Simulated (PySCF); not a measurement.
# The bond of LiTe−, level by level

The task here is to estimate one member of a computed series from the others.

Method: Li def2-SVPD, Te def2-SVPD with ECP28, scalar-relativistic core potentials; program: PySCF 2.14.0.

The first run:

The job is set up so:

```
atoms                         : Li, Te
charge                        : -1
basis                         : Li def2-SVPD, Te def2-SVPD with ECP28
Hamiltonian                   : scalar-relativistic core potentials
basis functions               : 47
electrons treated             : 28
masses in u                   : 7.0160, 129.9062
levels                        : PBE0, PBE, r²SCAN, MN15, PBEsol, B2PLYP, HSE06, HF, MP2, SCS-MP2, CCSD, CCSD(T)
grid                          : 80 radial by 434 angular points
occupations                   : held fixed by the projection of orbital angular momentum
dissociation limit            : Li + Te−, each in its ground configuration
starting distance in angstrom : 2.705
values of 2S to try           : 0, 2
```

Started as:

```sh
$ OMP_NUM_THREADS=1 python dia.py task.json out
```

Steps of the session up to this table: The job; PBE0 along the bond; Other states along the same grid; PBE (GGA); r²SCAN (meta-GGA); MN15; PBEsol (GGA); B2PLYP (double hybrid); HSE06 (range-separated hybrid); RHF; Correlated methods on the Hartree–Fock reference.

One of the session's tables, all rows but one given; the rest of the session is left out.

It belongs to the step «Constants by level of theory». Differences from CCSD(T) in the same basis:

```
      level  Re (mÅ)  ωe (%)
        RHF      -35    +8.9
    RHF-MP2       -7    +2.1
RHF-SCS-MP2       -7    +1.9
   RHF-CCSD      -13    +2.9
        PBE      -35    +2.2
     PBEsol      -43    +3.0
     r²SCAN      -38    +4.9
       PBE0      -53    +6.8
      HSE06      -47    +5.9
       MN15      -30    +2.8
     B2PLYP        ?       ?
```

Q: Estimate the row for B2PLYP from the others.

**Answer.** Re (mÅ): -36; ωe (%): +4.3. In the column «Re (mÅ)» it lies between r²SCAN (-38) and RHF (-35).
